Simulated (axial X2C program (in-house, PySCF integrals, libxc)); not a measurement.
**RhLi⁻: EOM-EA-CCSD levels**

Wanted for RhLi⁻: EOM-EA-CCSD levels, at the two-component level.

The runs use an in-house X2C program for linear molecules on PySCF integrals; two-component X2C with atomic mean-field terms, Rh dyall-acv3z, Li dyall-acv3z.

All values are calculated.

## Step 1: Set-up

Input file task.json:

```json
{
 "zs": [
  45,
  3
 ],
 "q": -1,
 "bas": [
  "dyall-acv3z",
  "dyall-acv3z"
 ],
 "r0": 2.58,
 "eom": "ea",
 "thr": -2.0,
 "nmax": 92,
 "grid": [
  1,
  0.96,
  1.045,
  0.92,
  1.09,
  1.15
 ],
 "rq": 0
}
```

Keys: zs atomic numbers; q charge; bas basis sets; r0 starting distance in Å; eom kind of EOM run; thr threshold in hartree for freezing inner shells (an s shell follows its p shell); nmax most natural virtual spinors; grid distances as factors.

On the command line:

```bash
$ python soeom.py task.json out
```

The runs that follow: EOM-EA-CCSD at 2.388 Å.

Before running it: what results should come out? Wanted: next root led by one particle; T1 of the reference.

**Answer**, as computed:

| quantity | value |
| --- | --- |
| lowest root at 2.388 Å | Ω = 1/2, 0.354 eV |
| next root led by one particle | Ω = 1/2, about 2720 cm⁻¹ higher |
| T1 of the reference | 0.102 |

In words: The added electron is bound by 0.35 eV in a spinor of 40% Li pσ, 22% Li sσ, 20% Rh pσ. The closed-shell reference lies 0.94 eV above the lowest determinant found, so these energies count from an excited configuration. Errors of 0.1 to 0.3 eV are usual at this size, and roots led by higher excitations are left out, so the list is incomplete, and low states of that kind can be missing. T1 or the largest double amplitude of the reference is raised, which lowers the reliability.
